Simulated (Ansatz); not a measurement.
Crystal: BiS.

```
Bi S
1.0
     4.00294    0.00000    0.00000
     0.00000    4.00294    0.00000
     0.00000    0.00000    4.00294
Bi S
1 1
Direct
  0.50000 0.50000 0.50000
  0.00000 0.00000 0.00000
```

The cell was built by a generator and needn't be a form met in nature.

Base run:

- Program: Ansatz 0.2.0
- Functional: RPBE
- Potentials or basis: Ansatz PAW
- Cutoff: 420 eV
- Density cutoff: 1680 eV
- k mesh: 7 × 7 × 7
- Occupations: fermi-dirac, width 0.05 eV
- Spin: no spin polarisation

Its results: band gap on the k mesh none (metal or under the smearing width); pressure -9.7 GPa.

The run is repeated on the same cell with these changes: functional from RPBE to LDA. What comes out?

Band gap on the k mesh none (metal or under the smearing width); pressure -13.9 GPa.

LDA binds more tightly than RPBE, so the same cell stands under less pressure.

Caveats: spin-orbit coupling is left out, which moves the levels of the heavy elements; the PAW data sets come from PBE, with cores solved anew for the run's functional, which leaves a small shift of forces and pressure; the potentials were made for another functional, which shifts forces and pressure (some runs).

Not every run made on this cell is shown here.
